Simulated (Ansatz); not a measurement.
AlBrH₂O₂, SMILES [OH][Al]([OH])[Br], a rigid scan of one bond angle

With Ansatz 0.2.0, Python API.

Interactive session:
```pycon
>>> import ansatz
>>> from ase import Atoms
>>> atoms = Atoms(['O', 'Al', 'O', 'Br', 'H', 'H'], positions=[
...     (0.0273, 1.2223, -1.1918),
...     (0.0048, -0.3186, -0.2779),
...     (1.2629, -0.6071, 0.983),
...     (-1.555, -1.9662, -0.7167),
...     (-0.5941, 1.8542, -0.6765),
...     (0.8961, -0.2486, 1.8337),
... ])
>>> # relax first, so that the scan starts from a minimum
>>> first = (
...     ansatz.Crystal.molecule_from_ase(atoms).calculation()
...     .basis(gaussian='def2-SVP')
...     .functional('cam_b3lyp')
...     .relax(force_tolerance=0.02, max_steps=80)
... )
>>> atoms.positions = first.run(threads=1).report['positions_ang']
>>> rows = []
>>> for angle in [85, 95, 105, 115, 125, 140, 160]:
...     bent = atoms.copy()
...     bent.set_angle(1, 0, 4, angle, indices=[4])
...     calc = (
...         ansatz.Crystal.molecule_from_ase(bent).calculation()
...         .basis(gaussian='def2-SVP')
...         .functional('cam_b3lyp')
...     )
...     rows.append((angle, calc.run(threads=1).report['free_energy_ev']))
...
>>> floor = min(e for _, e in rows)
>>> for angle, e in rows:
...     print(f'angle Al1-O0-H4 = {angle:3d} deg   {1000 * (e - floor):9.1f} meV')
...
angle Al1-O0-H4 =  85 deg       523.0 meV
angle Al1-O0-H4 =  95 deg       264.1 meV
angle Al1-O0-H4 = 105 deg       109.8 meV
angle Al1-O0-H4 = 115 deg        29.2 meV
angle Al1-O0-H4 = 125 deg         0.0 meV
angle Al1-O0-H4 = 140 deg        14.0 meV
angle Al1-O0-H4 = 160 deg        68.3 meV
```

The scan is rigid, and the energies are electronic, in a modest basis. The zero is the lowest point of the grid, which needn't be the minimum. Hardware and time: 70 s on 1 thread of Arm Neoverse V2 (shared host), peak memory 0.28 GiB.
